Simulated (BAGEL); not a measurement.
# C2H5AlS (SMILES C=[C]([AlH2])S): HF/3-21G (density fitting with qzvpp-jkfit)

What is the vertical singlet–triplet gap of C2H5AlS at HF/3-21G (density fitting with qzvpp-jkfit)? 

Program for the calculation: BAGEL 1.2.2.

2 further runs of the same task are left out: 2 set aside as unsound or not needed. Runs told in other sessions of the task aren't counted.

## 1. Starting point

The species is C2H5AlS (9 atoms), meant as a singlet with charge 0. SMILES: `C=[C]([AlH2])S`. The coordinates come from a PBE0-D4/def2-TZVP relaxation. This is one conformer, not always the lowest.

Bond lengths: C1–C2 1.340 Å, C2–Al3 1.942 Å, C2–S4 1.757 Å, C1–H5 1.086 Å, C1–H6 1.089 Å, Al3–H7 1.584 Å, Al3–H8 1.587 Å, S4–H9 1.342 Å. Angles: C1–C2–Al3 118.3°, C1–C2–S4 120.0°, Al3–C2–S4 121.6°, C2–C1–H5 120.3°, C2–C1–H6 123.6°, C2–Al3–H7 118.0°, C2–Al3–H8 118.7°, C2–S4–H9 97.6°, H5–C1–H6 116.1°, H7–Al3–H8 123.3°.

## 2. The energy at HF/3-21G (density fitting with qzvpp-jkfit)

File input.json:

```json
{ "bagel": [

{
  "title": "molecule",
  "basis": "3-21g",
  "df_basis": "qzvpp-jkfit",
  "angstrom": true,
  "geometry": [
    { "atom": "C", "xyz": [      -0.052000,       1.292400,      -0.845400 ] },
    { "atom": "C", "xyz": [      -0.306500,       0.328600,       0.050700 ] },
    { "atom": "Al", "xyz": [       0.856000,      -1.226200,       0.087600 ] },
    { "atom": "S", "xyz": [      -1.665000,       0.490100,       1.153000 ] },
    { "atom": "H", "xyz": [       0.786500,       1.197000,      -1.528500 ] },
    { "atom": "H", "xyz": [      -0.647600,       2.198400,      -0.942300 ] },
    { "atom": "H", "xyz": [       2.057300,      -1.282500,      -0.943100 ] },
    { "atom": "H", "xyz": [       0.559000,      -2.374400,       1.142300 ] },
    { "atom": "H", "xyz": [      -1.499300,      -0.669600,       1.808500 ] }
  ]
},

{ "title": "hf" },

{ "title": "print", "file": "orbitals.molden", "orbitals": true }

]}
```

The run is started by

```sh
$ BAGEL_NUM_THREADS=1 BAGEL input.json > input.out
```

What it wrote:

```text
* using 1 threads per process

  ===============================================================
  ===============================================================

  *** Geometry ***

  { "atom" : "C", "xyz" : [     -0.098266,      2.442282,     -1.597574 ] },
  { "atom" : "C", "xyz" : [     -0.579201,      0.620964,      0.095809 ] },
  { "atom" : "Al", "xyz" : [      1.617606,     -2.317182,      0.165540 ] },
  { "atom" : "S", "xyz" : [     -3.146394,      0.926155,      2.178854 ] },
  { "atom" : "H", "xyz" : [      1.486270,      2.262002,     -2.888446 ] },
  { "atom" : "H", "xyz" : [     -1.223787,      4.154374,     -1.780689 ] },
  { "atom" : "H", "xyz" : [      3.887734,     -2.423574,     -1.782201 ] },
  { "atom" : "H", "xyz" : [      1.056357,     -4.486966,      2.158634 ] },
  { "atom" : "H", "xyz" : [     -2.833266,     -1.265361,      3.417570 ] },

  Number of auxiliary basis functions:      496

  Since a DF basis is specified, we compute 2- and 3-index integrals:
    o Being stored without compression. Storage requirement is 0.012 GB

  Number of basis functions:       54
  Number of electrons      :       46

    * METHOD: MOLECULE                             0.13

  *** RHF ***

  === Nuclear Repulsion ===
   179.1389422896

      * DIIS with orbital gradients will be used.

  === RHF iteration (3-21g) ===
      0       -714.24367488          0.01320667           0.03
      1       -714.30235076          0.00430136           0.03
      2       -714.30885166          0.00145758           0.03
      3       -714.30980790          0.00025627           0.03
      4       -714.30985635          0.00009335           0.03
      5       -714.30986475          0.00004615           0.03
      6       -714.30986612          0.00001278           0.03
      7       -714.30986625          0.00000459           0.03
      8       -714.30986627          0.00000113           0.03
      9       -714.30986627          0.00000039           0.03
     10       -714.30986627          0.00000010           0.03
     11       -714.30986627          0.00000004           0.03
     12       -714.30986627          0.00000002           0.03
     13       -714.30986627          0.00000001           0.03
    * SCF iteration converged.

    * Permanent dipole moment:
           (   -0.493301,     0.287685,     0.241470) a.u.

    * METHOD: HF                                   0.51

    * METHOD: PRINT                                0.01

  ===============================================================
```

It took 0.86 s on 1 thread of AMD EPYC 9R45 (Zen 5), shared host.

## 3. The triplet

File job.json:

```json
{ "bagel" : [

{
  "title" : "molecule",
  "basis" : "3-21g",
  "df_basis" : "qzvpp-jkfit",
  "angstrom" : "true",
  "geometry" : [
    { "atom" : "C", "xyz" : [   -0.052000,    1.292400,   -0.845400 ] },
    { "atom" : "C", "xyz" : [   -0.306500,    0.328600,    0.050700 ] },
    { "atom" : "Al", "xyz" : [    0.856000,   -1.226200,    0.087600 ] },
    { "atom" : "S", "xyz" : [   -1.665000,    0.490100,    1.153000 ] },
    { "atom" : "H", "xyz" : [    0.786500,    1.197000,   -1.528500 ] },
    { "atom" : "H", "xyz" : [   -0.647600,    2.198400,   -0.942300 ] },
    { "atom" : "H", "xyz" : [    2.057300,   -1.282500,   -0.943100 ] },
    { "atom" : "H", "xyz" : [    0.559000,   -2.374400,    1.142300 ] },
    { "atom" : "H", "xyz" : [   -1.499300,   -0.669600,    1.808500 ] }
  ]
},
{ "title" : "uhf", "nopen" : 2 },
{ "title" : "print", "file" : "orbitals.molden", "orbitals" : "true" }

]}
```

The run is started by

```sh
$ BAGEL_NUM_THREADS=1 BAGEL job.json > job.out
```

What it wrote:

```text
* using 1 threads per process

  ===============================================================
  ===============================================================

  *** Geometry ***

  { "atom" : "C", "xyz" : [     -0.098266,      2.442282,     -1.597574 ] },
  { "atom" : "C", "xyz" : [     -0.579201,      0.620964,      0.095809 ] },
  { "atom" : "Al", "xyz" : [      1.617606,     -2.317182,      0.165540 ] },
  { "atom" : "S", "xyz" : [     -3.146394,      0.926155,      2.178854 ] },
  { "atom" : "H", "xyz" : [      1.486270,      2.262002,     -2.888446 ] },
  { "atom" : "H", "xyz" : [     -1.223787,      4.154374,     -1.780689 ] },
  { "atom" : "H", "xyz" : [      3.887734,     -2.423574,     -1.782201 ] },
  { "atom" : "H", "xyz" : [      1.056357,     -4.486966,      2.158634 ] },
  { "atom" : "H", "xyz" : [     -2.833266,     -1.265361,      3.417570 ] },

  Number of auxiliary basis functions:      496

  Since a DF basis is specified, we compute 2- and 3-index integrals:
    o Being stored without compression. Storage requirement is 0.012 GB

  Number of basis functions:       54
  Number of electrons      :       46

    * METHOD: MOLECULE                             0.13

  *** Open-shell HF ***

  === Nuclear Repulsion ===
   179.1389422896

      * DIIS with orbital gradients will be used.

  === UHF iteration (3-21g) ===
      0       -714.09815043          0.02858799           0.05
      1       -714.16995694          0.01404362           0.05
      2       -714.18444379          0.00995559           0.05
      3       -714.19298899          0.00208950           0.05
      4       -714.19558873          0.00148340           0.05
      5       -714.19746097          0.00121960           0.05
      6       -714.20043952          0.00078659           0.05
      7       -714.20153102          0.00055434           0.05
      8       -714.20229873          0.00033324           0.05
      9       -714.20243043          0.00022086           0.05
     10       -714.20254188          0.00011038           0.05
     11       -714.20254912          0.00002251           0.05
     12       -714.20254991          0.00000689           0.05
     13       -714.20255021          0.00000220           0.05
     14       -714.20255035          0.00000118           0.05
     15       -714.20255040          0.00000051           0.05
     16       -714.20255042          0.00000034           0.05
     17       -714.20255042          0.00000019           0.05
     18       -714.20255042          0.00000007           0.05
     19       -714.20255042          0.00000003           0.06
     20       -714.20255042          0.00000001           0.05
    * SCF iteration converged.

    * S^2 (UHF) is 2.0174

    * Permanent dipole moment:
           (   -0.009995,    -0.076536,     0.061591) a.u.

    * METHOD: UHF                                  1.20

    * METHOD: PRINT                                0.01

  ===============================================================
```

It took 1.6 s on 1 thread of AMD EPYC 9R45 (Zen 5), shared host.

## 4. What came out

At HF/3-21G (density fitting with qzvpp-jkfit):

| quantity | value |
| --- | --- |
| singlet: total energy | -714.30987 Eh |
| singlet: dipole moment | 1.58 D |
| singlet: HOMO energy | -8.85 eV |
| singlet: LUMO energy | 0.96 eV |
| singlet: HOMO–LUMO gap | 9.80 eV |
| triplet: total energy | -714.20255 Eh |
| triplet: dipole moment | 0.25 D |
| triplet: ⟨S²⟩ | 2.017 |
| vertical energy of the triplet above the singlet | 2.920 eV |

**Reading.** At this shape the triplet lies 2.92 eV (282 kJ/mol) above the singlet.
